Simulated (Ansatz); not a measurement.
# In: an axial (c/a) deformation path

The task here is to estimate one member of a computed series from the others.

This is In in the hcp structure; at room conditions it is tetragonal.

Program: Ansatz 0.2.0. Level of theory: DFT r2SCAN, scalar-relativistic, plane waves, PAW. These are calculated values, not measurements.

### Starting point

The structure is hexagonal, space group P6_3/mmc (No. 194). Conventional cell: a = 3.335 Å, b = 3.335 Å, c = 5.509 Å, α = 90.00°, β = 90.00°, γ = 120.00°. Around In (site symmetry -6m2) lie 12 In at 3.34 to 3.36 Å.

Structure file:

```xyz
2
Lattice="3.3355 0.0000 0.0000 -1.6677 2.8886 0.0000 0.0000 0.0000 5.5091" Properties=species:S:1:pos:R:3 pbc="T T T"
In    0.0000    1.9257    1.3773
In    1.6677    0.9629    4.1319
```

Source of the structure: the Materials Project (structure only).

Set-up of the first run:

The input, input.yaml:

```yaml
crystal:
  lattice:
    - [3.335484782, 0.0, 0.0]
    - [-1.667742391, 2.8886145552, 0.0]
    - [0.0, 0.0, 5.50914292]
  atoms:
    - { symbol: In, position: [0.33333333, 0.66666667, 0.25] }
    - { symbol: In, position: [0.66666667, 0.33333333, 0.75] }
basis:
  ecutwfc: 500
kpoints:
  mp_grid: { grid: [6, 6, 4] }
hamiltonian:
  xc: r2scan
scf:
  occupations: { method: gaussian, width: 0.1 }
output:
  forces: true
  stress: true
  eigenvalues: true
```

Steps of the session up to this table: Probe: one point at the start; The reference: the undisturbed cell on the scan's mesh; At ρ = 0.850; Point ρ = 1.200; ρ = 0.920; At ρ = 1.100.

One of the session's tables, all rows but one given; the rest of the session is left out.

It belongs to the step «The scan collected». The scan, with free energies counted from the undisturbed cell:

```
    ρ  ΔE (meV/atom)  pressure (GPa)
0.850           11.0             0.7
0.920            4.9             0.1
1.000            0.0            -0.1
1.100              ?               ?
1.200           42.5             1.3
```

**Question.** Estimate the row for ρ = 1.100.

Worked estimate for «ΔE (meV/atom)». A straight line through the neighbours (1.000, 0.0) and (1.200, 42.5) gives 0.0 + (42.5 − 0.0) × (1.100 − 1.000) / (1.200 − 1.000) = 21.3; a parabola fitted to 3 rows on both sides gives 11.5.

**Answer.** ΔE (meV/atom): 6.9; pressure (GPa): 0.2. In «ΔE (meV/atom)» the line misses by +14.4 and the parabola by +4.6.
